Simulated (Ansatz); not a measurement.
What does this script print? It uses Ansatz 0.2.0, Python API.

The script, `run_plus_u.py`:
```python
import warnings

import ansatz as az
import numpy as np


def count_gap(report):
    # lowest empty less highest filled band, counting bands; zero where they overlap
    return max(report.get("gap_by_band_count_ev") or 0.0, 0.0)

warnings.simplefilter("ignore", az.DeckWarning)

lattice = az.Lattice.of(
    [4.8627, 0.0, 0.0],
    [0.0, 4.8627, 0.0],
    [0.0, 0.0, 4.8627],
)
sites = [
    ("Gd", [0.5, 0.5, 0.0]),
    ("Gd", [0.0, 0.5, 0.5]),
    ("Gd", [0.5, 0.0, 0.5]),
    ("In", [0.0, 0.0, 0.0]),
    ("N", [0.5, 0.5, 0.5]),
]
structure = az.Crystal(lattice=lattice)
for symbol, position in sites:
    structure = structure.atom(symbol, position)
structure = structure.moments(Gd=7)

model = structure.calculation()
model = model.functional("pbesol")
model = model.kpoints(5, 5, 5)
model = model.occupations("fermi_dirac")
model = model.spin("collinear").scf(tolerance=1e-10)
model = model.band_table()
rows = []
for u in [0.0, 1.5, 3.0, 4.5, 6.0]:
    report = model.hubbard("Gd", "f", u_eff=u).run(threads=1).report
    shell = report["hubbard"]["n_scf"]
    rows.append((u, count_gap(report), sum(shell) / len(shell), max(abs(m) for m in report["site_moments_mub"]), report["n_iterations"]))
print("      U_eff eV  gap by band count eV  Gd f occupation (projector)  largest moment muB      iterations")
for row in rows:
    print(f"{str(row[0]):>14s}  {row[1]:20.3f}  {row[2]:27.4f}  {row[3]:18.3f}  {row[4]:14d}")
print("eigenvalues of the first occupation matrix at the last U, by spin:")
for channel in report["hubbard"]["n_eig"][0]:
    print("  ", " ".join(f"{n:.3f}" for n in channel))
```

```console
$ python run_plus_u.py
      U_eff eV  gap by band count eV  Gd f occupation (projector)  largest moment muB      iterations
           0.0                 0.000                       7.1105               6.855              16
           1.5                 0.000                       7.0562               6.925              14
           3.0                 0.000                       7.0351               6.951              16
           4.5                 0.000                       7.0240               6.964              16
           6.0                 0.000                       7.0174               6.971              17
eigenvalues of the first occupation matrix at the last U, by spin:
   0.998 0.999 0.999 0.999 0.999 1.000 1.000
   0.000 0.001 0.001 0.002 0.005 0.005 0.009
```

From U = 0 to 6 eV the largest site moment goes from 6.86 to 6.97 μB.

Open f shells: with a Hubbard U, without spin-orbit coupling; the state reached hangs on the start and needn't be the lowest. The mesh is modest for a metal, so energies can be off by several to tens of meV an atom and pressures by half a GPa or more; differences at equal mesh fare better. A gap by band count of zero or less means overlapping bands, a metal. The structure is a deposited one; some such entries were measured under pressure or heat, so a shift against it needn't be the functional's error alone. Levels are Kohn-Sham eigenvalues on this mesh, without spin-orbit coupling. Shell occupations and the effect of U depend on the projectors; a run with no .spin step is spin-unpolarised, and each U may end in a state that isn't the lowest. The script silences the warnings on its input, which a real study should read. It ran for 2.2 min on 1 thread of Arm Neoverse V1, with other jobs on the host, peak memory 0.64 GiB.
